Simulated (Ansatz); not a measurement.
# SiH2O2F2 (SMILES O[Si](O)(F)F) at 6 levels

We compute a comparison of 6 runs (HF/cc-pV(T+d)Z, B3LYP/6-31G*, PBE0/def2-SVP, CAM-B3LYP/def2-SVPD, SVWN5/def2-SVPD, MP2/STO-3G) of SiH2O2F2. 

Program for the calculation: Ansatz 0.2.0.

5 further runs of the same task are left out: 3 for a known fault of the program, 1 that didn't finish, 1 set aside as unsound or not needed.

## 1. Starting point

SiH2O2F2: 7 atoms, total charge 0, spin state singlet. As SMILES, `O[Si](O)(F)F`. The coordinates come from a PBE0-D4/def2-TZVP relaxation. This is one conformer, not always the lowest.

Bond lengths: O1–Si2 1.609 Å, Si2–O3 1.609 Å, Si2–F4 1.583 Å, Si2–F5 1.583 Å, O1–H6 0.957 Å, O3–H7 0.957 Å. Angles: O1–Si2–O3 107.3°, O1–Si2–F4 112.2°, O1–Si2–F5 110.1°, O3–Si2–F4 110.1°, O3–Si2–F5 112.2°, F4–Si2–F5 104.9°, Si2–O1–H6 118.9°, Si2–O3–H7 118.9°.

## 2. A single-point energy at HF/cc-pV(T+d)Z (run 1)

run.yaml reads:

```yaml
crystal:
  periodic: [false, false, false]
  atoms:
    - symbol: O
      position_ang: [-1.123000, 0.443800, 0.890500]
    - symbol: Si
      position_ang: [-0.011100, -0.018100, -0.177300]
    - symbol: O
      position_ang: [1.321200, -0.386600, 0.646700]
    - symbol: F
      position_ang: [-0.483500, -1.262700, -1.033600]
    - symbol: F
      position_ang: [0.238000, 1.131800, -1.236100]
    - symbol: H
      position_ang: [-1.829300, 1.022300, 0.602200]
    - symbol: H
      position_ang: [1.948900, -0.998500, 0.262000]
basis:
  gaussian:
    orbitals: cc-pV_T+d_Z.json
hamiltonian:
  xc: hf
accuracy: high
```

The basis set cc-pV(T+d)Z is read from a file made from the Basis Set Exchange's data (not shown).

On the command line:

```console
ansatz run run.yaml --threads 1 --pin off --max-ram 2610MiB --events-out events.jsonl --progress --plain --runs-dir runs
```

The program printed:

```text
Warning: RAYON_NUM_THREADS=1 ignored (pool sized by the plan → 1); use --threads N
Functional definition: HF
  name "HF"
  exchange = exact_x
  correlation = 0
3269 factors; integrals over basis functions are off by at most 4.8e-9 eV
mean field evaluation 1: about -17387.1035 eV, gradient 5.3e1 eV
mean field evaluation 2: about -17387.2673 eV, gradient 5.3e1 eV
mean field evaluation 4: about -17391.5519 eV, gradient 2.4e0 eV
mean field evaluation 8: about -17391.5843 eV, gradient 2.2e-1 eV
mean field evaluation 16: about -17391.5844 eV, gradient 1.4e-8 eV
mean field -17391.58440108 eV, -639.1289383004 hartree, gradient 1.4e-8 eV, S^2 0.000000; 0 other end points of the search recorded, 0 dependent functions left out
reference -17391.58440108 eV, -639.1289383004 hartree; 25, 25 occupied and 162, 162 virtual orbitals, 3269 factors
Total energy: -17391.58440108 eV, -639.1289383004 hartree
```

Run time: 12 s. Hardware: 1 thread of Intel Xeon Platinum 8488C (Sapphire Rapids), shared host; peak memory 0.86 GiB.

## 3. Energy and gradient at B3LYP/6-31G(d) (Cartesian functions) (run 2)

job.yaml reads:

```yaml
crystal:
  periodic: [false, false, false]
  atoms:
    - {symbol: O, position_ang: [-1.123000, 0.443800, 0.890500]}
    - {symbol: Si, position_ang: [-0.011100, -0.018100, -0.177300]}
    - {symbol: O, position_ang: [1.321200, -0.386600, 0.646700]}
    - {symbol: F, position_ang: [-0.483500, -1.262700, -1.033600]}
    - {symbol: F, position_ang: [0.238000, 1.131800, -1.236100]}
    - {symbol: H, position_ang: [-1.829300, 1.022300, 0.602200]}
    - {symbol: H, position_ang: [1.948900, -0.998500, 0.262000]}
basis:
  gaussian:
    orbitals: "6-31G*"
hamiltonian:
  xc: {name: B3LYP}
accuracy: high
output: {forces: true, orbitals: {seedname: orbitals}}
```

On the command line:

```console
ansatz run job.yaml --threads 1 --pin off --max-ram 2610MiB --events-out events.jsonl --progress --plain --runs-dir runs
```

The program printed, shortened:

```text
Warning: RAYON_NUM_THREADS=1 ignored (pool sized by the plan → 1); use --threads N
Functional definition: B3LYP
  name "B3LYP"
[...]
1724 factors; integrals over basis functions are off by at most 3.1e-9 eV
[...]
mean field -17443.54822110 eV, -641.0385734637 hartree, gradient 1.6e-8 eV, S^2 0.000000; 0 other end points of the search recorded, 0 dependent functions left out
[...]
reference -17443.54825744 eV, -641.0385747994 hartree; 25, 25 occupied and 58, 58 virtual orbitals, 1724 factors
Total energy: -17443.54825744 eV, -641.0385747994 hartree
Atom 0 at    -1.123000     0.443800     0.890500 Å, force    -0.174750    -0.053446     0.627295 eV/Å
Atom 1 at    -0.011100    -0.018100    -0.177300 Å, force    -0.007801    -0.003727    -0.056906 eV/Å
Atom 2 at     1.321200    -0.386600     0.646700 Å, force     0.310183     0.116581     0.564635 eV/Å
Atom 3 at    -0.483500    -1.262700    -1.033600 Å, force    -0.186660    -0.544519    -0.362575 eV/Å
Atom 4 at     0.238000     1.131800    -1.236100 Å, force     0.092839     0.504947    -0.447024 eV/Å
Atom 5 at    -1.829300     1.022300     0.602200 Å, force    -0.290746     0.256530    -0.142899 eV/Å
Atom 6 at     1.948900    -0.998500     0.262000 Å, force     0.256936    -0.276366    -0.182526 eV/Å
Dipole moment:    -0.011534    -0.004916    -0.099289 e Å
```

Wall time 8.1 s (1 thread of Intel Xeon Platinum 8488C (Sapphire Rapids), shared host); peak memory 0.28 GiB.

Runs 3 to 5 aren't shown in full; the table further down has their settings and results.

## 4. Energy and gradient at MP2/STO-3G (run 6)

run.yaml: that of step 2 with these lines changed.

```diff
@@ -19,5 +19,12 @@
   gaussian:
-    orbitals: cc-pV_T+d_Z.json
-hamiltonian:
-  xc: hf
+    orbitals: STO-3G
+magnetization:
+  spin_polarized: false
+  initial_magnetization: 0
+correlation:
+  method: mp2
+  frozen_orbitals: {F: 1, H: 0, O: 1, Si: 5}
 accuracy: high
+output:
+  forces: true
+  orbitals: {seedname: orbitals}
```

On the command line:

```console
ansatz run run.yaml --threads 1 --pin off --max-ram 2610MiB --events-out events.jsonl --progress --plain --runs-dir runs
```

The program printed, shortened:

```text
Warning: RAYON_NUM_THREADS=1 ignored (pool sized by the plan → 1); use --threads N
[... 2 set-up lines as earlier in the session ...]
[...]
661 factors; integrals over basis functions are off by at most 4.2e-8 eV
[...]
mean field -17159.62712376 eV, -630.6046655852 hartree, gradient 7.5e-9 eV, S^2 0.000000; 0 other end points of the search recorded, 0 dependent functions left out
9 core orbitals not correlated: weight in the atoms' cores, before any rotation towards them, 1.000 or more for the frozen orbitals, at most 0.000 for the correlated occupied ones
reference -17159.62712376 eV, -630.6046655852 hartree; 16, 16 occupied and 6, 6 virtual orbitals, 661 factors
second order -3.32231890 eV of doubles, -0.00000000 eV of singles
[...]
Total energy: -17162.94944266 eV, -630.7267585530 hartree
Atom 0 at    -1.123000     0.443800     0.890500 Å, force     0.975114    -1.419307     2.701627 eV/Å
Atom 1 at    -0.011100    -0.018100    -0.177300 Å, force    -0.161549    -0.069427    -1.379356 eV/Å
Atom 2 at     1.321200    -0.386600     0.646700 Å, force    -0.349943     1.692441     2.704407 eV/Å
Atom 3 at    -0.483500    -1.262700    -1.033600 Å, force    -0.367807    -0.882842    -0.483110 eV/Å
Atom 4 at     0.238000     1.131800    -1.236100 Å, force     0.237663     0.827966    -0.638322 eV/Å
Atom 5 at    -1.829300     1.022300     0.602200 Å, force    -1.476753     1.458741    -1.374524 eV/Å
Atom 6 at     1.948900    -0.998500     0.262000 Å, force     1.143274    -1.607573    -1.530722 eV/Å
Dipole moment:    -0.020843    -0.008879    -0.179488 e Å
```

It took 0.77 s on 1 thread of Intel Xeon Platinum 8488C (Sapphire Rapids), shared host; peak memory 0.1 GiB.

## 5. The series

```
run                               level  Cartesian functions      task  energy (Eh)  wall time
  1                      HF/cc-pV(T+d)Z                   no    energy  -639.128938       12 s
  2  B3LYP/6-31G* (Cartesian functions)                  yes  gradient  -641.038575      8.1 s
  3                       PBE0/def2-SVP                   no  gradient  -640.214403        6 s
  4                 CAM-B3LYP/def2-SVPD                   no  gradient  -640.648042       16 s
  5                     SVWN5/def2-SVPD                   no  gradient  -637.249566      8.7 s
  6                          MP2/STO-3G                   no  gradient  -630.726759     0.77 s
```

## 6. Outcome

```
                                          quantity          value
                               run 6: total energy  -630.72676 Eh
         run 6: dipole moment (correlated density)         0.87 D
        run 6: HOMO energy (Hartree–Fock orbitals)      -10.37 eV
        run 6: LUMO energy (Hartree–Fock orbitals)       12.07 eV
      run 6: HOMO–LUMO gap (Hartree–Fock orbitals)       22.44 eV
run 6: correlation energy (9 core orbitals frozen)     -122.1 mEh
                   run 6: largest force on an atom     3.209 eV/Å
```

What this shows: Over runs 2, 3, 4, 5, 6 the dipole moment (its size) runs from 0.17 D (SVWN5/def2-SVPD) to 0.87 D (MP2/STO-3G). The two ends differ in method and basis. Over runs 2, 3, 4, 5 the HOMO–LUMO gap runs from 7.51 eV (SVWN5/def2-SVPD) to 12.17 eV (CAM-B3LYP/def2-SVPD). Totals of different functionals can't be ranked against each other. In run 6 the basis is minimal, so the values are rough. All runs together took 51 s, the longest 16 s.
